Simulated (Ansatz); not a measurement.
# C2H7BO2Si: the cost of one run

Program: Ansatz 0.2.0. Level of theory: RKS BHLYP-D4/STO-3G. These are calculated values, not measurements.

## (1) The structure to begin with

Bond lengths: B1–C2 1.527 Å, C2–O3 1.407 Å, C2–C4 1.399 Å, C4–O5 1.347 Å, C4–Si6 1.871 Å, B1–H7 1.226 Å, B1–H8 1.148 Å, O3–H9 1.011 Å, O5–H10 1.025 Å, Si6–H11 1.475 Å, Si6–H12 1.461 Å, Si6–H13 1.474 Å. Angles (14 of 17 angles, heavy atoms first): B1–C2–O3 116.3°, B1–C2–C4 124.1°, O3–C2–C4 119.5°, C2–C4–O5 119.6°, C2–C4–Si6 119.8°, O5–C4–Si6 120.4°, C2–B1–H7 117.9°, C2–B1–H8 126.0°, C2–O3–H9 119.1°, C4–O5–H10 118.5°, C4–Si6–H11 108.9°, C4–Si6–H12 112.1°, C4–Si6–H13 109.2°, H7–B1–H8 116.0°.

Structure file:

```xyz
13

B    -1.7252    0.9021   -0.0833
C    -0.4324    0.5647   -0.8226
O    -0.3162    1.0592   -2.1352
C     0.6209   -0.1696   -0.2660
O     1.6989   -0.4609   -1.0190
Si    0.4549   -0.8678    1.4623
H    -2.5463    1.6092   -0.6577
H    -1.9792    0.6119    0.9983
H     0.5405    0.8978   -2.6474
H     2.4553   -1.0089   -0.5976
H     1.6673   -1.6448    1.7821
H    -0.6896   -1.7683    1.5839
H     0.2716    0.2406    2.4171
```

## (2) Preparing the start

Input file input.yaml:

```yaml
crystal:
  periodic: [false, false, false]
  atoms:
    - { symbol: B, position_ang: [-1.7252, 0.9021, -0.0833] }
    - { symbol: C, position_ang: [-0.4324, 0.5647, -0.8226] }
    - { symbol: O, position_ang: [-0.3162, 1.0592, -2.1352] }
    - { symbol: C, position_ang: [0.6209, -0.1696, -0.266] }
    - { symbol: O, position_ang: [1.6989, -0.4609, -1.019] }
    - { symbol: Si, position_ang: [0.4549, -0.8678, 1.4623] }
    - { symbol: H, position_ang: [-2.5463, 1.6092, -0.6577] }
    - { symbol: H, position_ang: [-1.9792, 0.6119, 0.9983] }
    - { symbol: H, position_ang: [0.5405, 0.8978, -2.6474] }
    - { symbol: H, position_ang: [2.4553, -1.0089, -0.5976] }
    - { symbol: H, position_ang: [1.6673, -1.6448, 1.7821] }
    - { symbol: H, position_ang: [-0.6896, -1.7683, 1.5839] }
    - { symbol: H, position_ang: [0.2716, 0.2406, 2.4171] }
basis:
  gaussian: { orbitals: STO-3G }
hamiltonian:
  xc: { name: BHLYP }
  dispersion: d4
relax:
  f_tol: 0.02
  max_steps: 40
output:
  orbitals: {}
```

The run is started by

```bash
> ansatz run input.yaml --threads 1 --pin off --max-ram 2048MiB --backend cpu --events-out ev --progress --plain --runs-dir out
```

What time and memory should one allow on 1 thread of Arm Neoverse N1, shared host?

About 49 s, with a peak of 0.16 GiB.
